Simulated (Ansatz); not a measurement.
**CH4BF2N: basis-set convergence**

One table from this session's results is given with a row withheld; the runs are named, their logs left out.

Method: one geometry, several basis sets; program: Ansatz 0.2.0, Gaussian basis.

Plan: PBE0-D4/def2-SVP; ωB97M-V/def2-SVP; PBE0-D4/def2-QZVPP; ωB97M-V/def2-QZVPP; the functionals' def2-TZVPP values are taken from earlier runs.

## The relaxed structure

An earlier PBE0-D4 in a triple-zeta def2 set relaxation fixed the geometry.

SMILES `NBC(F)F`, 9 atoms, charge 0, spin multiplicity 1.

Atoms are counted from 1 here; the program's logs count them from 0.

Bond lengths: N1–B2 1.377 Å, N1–H6 1.005 Å, N1–H7 1.008 Å, B2–C3 1.595 Å, B2–H8 1.194 Å, C3–F4 1.375 Å, C3–F5 1.369 Å, C3–H9 1.098 Å. Angles: B2–N1–H6 123.8°, B2–N1–H7 121.8°, H6–N1–H7 114.5°, N1–B2–C3 118.5°, N1–B2–H8 121.5°, C3–B2–H8 120.0°, B2–C3–F4 111.7°, B2–C3–F5 110.3°, B2–C3–H9 114.4°, F4–C3–F5 106.8°, F4–C3–H9 106.4°, F5–C3–H9 106.9°.

The first run:

in.yaml

```yaml
crystal:
  periodic: [false, false, false]
  atoms:
    - {symbol: N, position_ang: [0.125969, 0.707053, 1.231929]}
    - {symbol: B, position_ang: [-0.349275, -0.330205, 0.460702]}
    - {symbol: C, position_ang: [0.014856, -0.351331, -1.092523]}
    - {symbol: F, position_ang: [0.858069, 0.680045, -1.431406]}
    - {symbol: F, position_ang: [0.664422, -1.513500, -1.411724]}
    - {symbol: H, position_ang: [-0.051204, 0.797201, 2.217263]}
    - {symbol: H, position_ang: [0.707947, 1.432924, 0.844258]}
    - {symbol: H, position_ang: [-1.030583, -1.193117, 0.926694]}
    - {symbol: H, position_ang: [-0.851700, -0.275369, -1.762392]}
basis:
  gaussian: {orbitals: def2-SVP}
hamiltonian: {xc: pbe0, dispersion: d4}
output: {orbitals: {seedname: orbitals}}
```

On the command line:

```bash
ansatz run in.yaml --threads 2 --pin off --events-out ev --progress --plain --max-ram 4352MiB
```

Among the steps run: PBE0-D4 in def2-SVP; ωB97M-V in def2-SVP; PBE0-D4 in def2-QZVPP; ωB97M-V in def2-QZVPP.

One table of the session follows, with a row left open; its other results are not shown here.

| functional | basis | HOMO (eV) | LUMO (eV) |
| --- | --- | --- | --- |
| PBE0-D4 | def2-SVP | -8.43 | 0.06 |
| PBE0-D4 | def2-TZVPP | -8.65 | -0.26 |
| PBE0-D4 | def2-QZVPP | -8.70 | -0.35 |
| ωB97M-V | def2-SVP | ? | ? |
| ωB97M-V | def2-TZVPP | -11.05 | 1.70 |
| ωB97M-V | def2-QZVPP | -11.09 | 1.46 |

Estimate the missing values for ωB97M-V, def2-SVP.

**Answer.** HOMO (eV): -10.81; LUMO (eV): 2.18. In the column «HOMO (eV)» it lies between ωB97M-V, def2-TZVPP (-11.05) and PBE0-D4, def2-QZVPP (-8.70).
